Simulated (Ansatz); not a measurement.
# HfO2: the cost of one run

Computed with Ansatz 0.2.0 (DFT PBE, scalar-relativistic, plane waves, PAW, unless a step's input says otherwise).

## Step 1: The structure to begin with

The structure is cubic, space group Fm-3m (No. 225). Conventional cell: a = 5.115 Å, b = 5.115 Å, c = 5.115 Å, α = 90.00°, β = 90.00°, γ = 90.00°. Hf (site symmetry m-3m) is surrounded by 8 O at 2.21 Å. O (site symmetry -43m) is surrounded by 4 Hf at 2.21 Å.

Coordinates:

```cif
data_structure
_symmetry_space_group_name_H-M 'P 1'
_symmetry_Int_Tables_number 1
_cell_length_a 5.1150
_cell_length_b 5.1150
_cell_length_c 5.1150
_cell_angle_alpha 90.000
_cell_angle_beta 90.000
_cell_angle_gamma 90.000
_cell_volume 133.82
loop_
_atom_site_label
_atom_site_type_symbol
_atom_site_fract_x
_atom_site_fract_y
_atom_site_fract_z
_atom_site_occupancy
Hf1 Hf 0.00000 0.50000 0.50000 1
Hf2 Hf 0.50000 0.00000 0.50000 1
Hf3 Hf 0.50000 0.50000 0.00000 1
Hf4 Hf 0.00000 0.00000 0.00000 1
O1 O 0.25000 0.25000 0.25000 1
O2 O 0.75000 0.75000 0.25000 1
O3 O 0.75000 0.25000 0.75000 1
O4 O 0.25000 0.75000 0.75000 1
O5 O 0.75000 0.75000 0.75000 1
O6 O 0.25000 0.25000 0.75000 1
O7 O 0.25000 0.75000 0.25000 1
O8 O 0.75000 0.25000 0.25000 1
```

No relaxation comes first: the listed cell is the starting point.

## Step 2: The undisturbed cell

input.yaml

```yaml
crystal:
  lattice:
    - [5.115, 0.0, 0.0]
    - [0.0, -5.115, 0.0]
    - [0.0, 0.0, -5.115]
  atoms:
    - { symbol: Hf, position: [0.0, 0.5, 0.5] }
    - { symbol: Hf, position: [0.5, 0.0, 0.5] }
    - { symbol: Hf, position: [0.5, 0.5, 0.0] }
    - { symbol: Hf, position: [0.0, 0.0, 0.0] }
    - { symbol: O, position: [0.25, 0.25, 0.25] }
    - { symbol: O, position: [0.75, 0.75, 0.25] }
    - { symbol: O, position: [0.75, 0.25, 0.75] }
    - { symbol: O, position: [0.25, 0.75, 0.75] }
    - { symbol: O, position: [0.75, 0.75, 0.75] }
    - { symbol: O, position: [0.25, 0.25, 0.75] }
    - { symbol: O, position: [0.25, 0.75, 0.25] }
    - { symbol: O, position: [0.75, 0.25, 0.25] }
basis:
  ecutwfc: 420
kpoints:
  mp_grid: { grid: [6, 6, 6] }
hamiltonian:
  xc: pbe
scf:
  occupations: { method: gaussian, width: 0.05 }
output:
  forces: true
  stress: true
  eigenvalues: true
```

The run is started by

```sh
ansatz run input.yaml --threads 2 --pin off --max-ram 5120MiB --backend cpu --events-out ev --progress --plain --runs-dir out
```

Q: Estimate wall time and peak memory on 2 threads of Arm Neoverse V2, shared host.

About 8.2 s, with a peak of 0.54 GiB.
